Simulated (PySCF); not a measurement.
# F2GeH4P2 (GeH3PHPF2): the cost of one run

Computed with PySCF 2.14.0 and routines of our own; the level stands in each step. Atoms count from 0.

## Step 1: The system as given

9 atoms, charge 0, multiplicity 1; geometry from: GFN2-xTB.

## Step 2: Optimising the geometry at PBE0-D3(BJ)/def2-SVP

What the job is given:

```
{"job": {"xc": "PBE0", "basis": "def2-SVP", "d3": "d3bj", "grid": 1, "maxiter": 30, "shake": 0.01, "kind": "geom"}, "charge": 0, "multiplicity": 1}
F      2.902270     0.424650     1.327760
P      1.397690    -0.215360     1.262190
F      1.863580    -1.505800     0.409810
P      0.654160     0.948450    -0.420850
Ge    -1.380320    -0.206990    -0.257320
H      0.194990     1.946560     0.466610
H     -2.406280     0.474480    -1.088410
H     -1.236090    -1.594460    -0.762310
H     -1.932180    -0.288690     1.164980
```

Started as:

```
> OMP_NUM_THREADS=1 python heavy_run.py task.json out
```

The driver reads the jobs from task.json and runs them one after another.

**Question.** How long does this first job take on 1 thread of Arm Neoverse V1, shared host, and how much memory does it need?

About 57 s, with a peak of 0.49 GiB.
